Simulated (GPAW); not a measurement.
Write an ASE script for GPAW 26.7.0 that does the following.

```
Task                : relaxation of the atoms
Functional          : TPSS
Dispersion          : D3(BJ)
Potentials or basis : GPAW PAW data sets (gpaw-data 1.2.1)
Cutoff              : 450 eV
Basis               : pw
k mesh              : 10 × 10 × 1
Occupations         : fermi-dirac, width 0.05 eV
Spin                : no spin polarisation
Eigensolver         : davidson
Maxiter             : 150
Dipole layer        : no
Optimizer           : GPMin
Fmax                : 0.05 eV/Å
Max steps           : 40
```

The structure of Cd lies in POSCAR:

```
Cd
1.0
    2.9788725081      0.0000000000      0.0000000000
   -1.4894362541      2.5797792666      0.0000000000
    0.0000000000      0.0000000000     20.6176500000
Cd
3
Direct
    0.3333333333      0.6666666666      0.3637659966
    0.6666666667      0.3333333334      0.5000000000
    0.3333333333      0.6666666666      0.6362340034
```

The cell isn't the ideal one: the (0 0 1) slab of Cd, cut from the database cell, not relaxed.

These files were run (other wordings do the same):

run.py

```python
import numpy as np
from ase.calculators.mixing import SumCalculator
from ase.constraints import FixAtoms
from ase.io import read, write
from ase.optimize import GPMin
from dftd3.ase import DFTD3
from gpaw import GPAW, PW

atoms = read('POSCAR')
atoms.set_constraint(FixAtoms([0]))

calc = GPAW(mode=PW(450),
            xc='MGGA_X_TPSS+MGGA_C_TPSS',
            kpts={'size': (10, 10, 1), 'gamma': True},
            occupations={'name': 'fermi-dirac', 'width': 0.05},
            nbands=30,
            convergence={'density': 1e-05, 'energy': 1e-05},
            eigensolver='davidson',
            maxiter=150,
            symmetry={'extra_ids': [1, 0, 0], 'tolerance': 0.001},
            txt='gpaw.txt')
atoms.calc = SumCalculator([calc, DFTD3(method='tpss', damping='d3bj')])
opt = GPMin(atoms, trajectory='relax.traj', logfile='-')
done = opt.run(fmax=0.05, steps=40)
calc.write('gs.gpw')
write('result.traj', atoms)
print('Converged:', done)
print('Cell:', atoms.cell.cellpar().round(4))
print('Volume:', round(atoms.get_volume(), 4))
print(atoms.get_scaled_positions().round(5))

v = calc.get_electrostatic_potential().mean(axis=(0, 1))
z = np.arange(len(v)) * atoms.cell[2, 2] / len(v)
ef = calc.get_fermi_level()
np.savetxt('planar.dat', np.c_[z, v], fmt='%.4f')
below, above = np.interp([1.5, atoms.cell[2, 2] - 1.5], z, v) - ef
print(f'Work functions: bottom {below:.4f} eV, top {above:.4f} eV')
print('Dipole moment:', *calc.get_dipole_moment().round(5), 'e A')
```

Potentials or basis: GPAW PAW data sets (gpaw-data 1.2.1), pw.

Run with:

```sh
$ OMP_NUM_THREADS=1 python run.py
```

Results of the run:

```
Energy gained by relaxing       : 21.9 meV/atom
Ionic steps                     : 3
Band gap on the k mesh          : none (metal or under the smearing width)
Dispersion energy per atom      : -0.501 eV
Dipole across the slab          : 0.00 e·Å
Work function of the upper face : 3.90 eV
Work function of the lower face : 3.90 eV
```

Caveat: the cutoff is short for stress and forces, so pressures can be off by a GPa or more; there is no dipole correction; later steps reuse the first step's grids; the PAW data sets were made with another functional, which shifts forces and pressure a little.

Run time: 11 min on 1 thread of Intel(R) Xeon(R) 6975P-C (Granite Rapids) (shared host), peak memory 0.29 GiB.
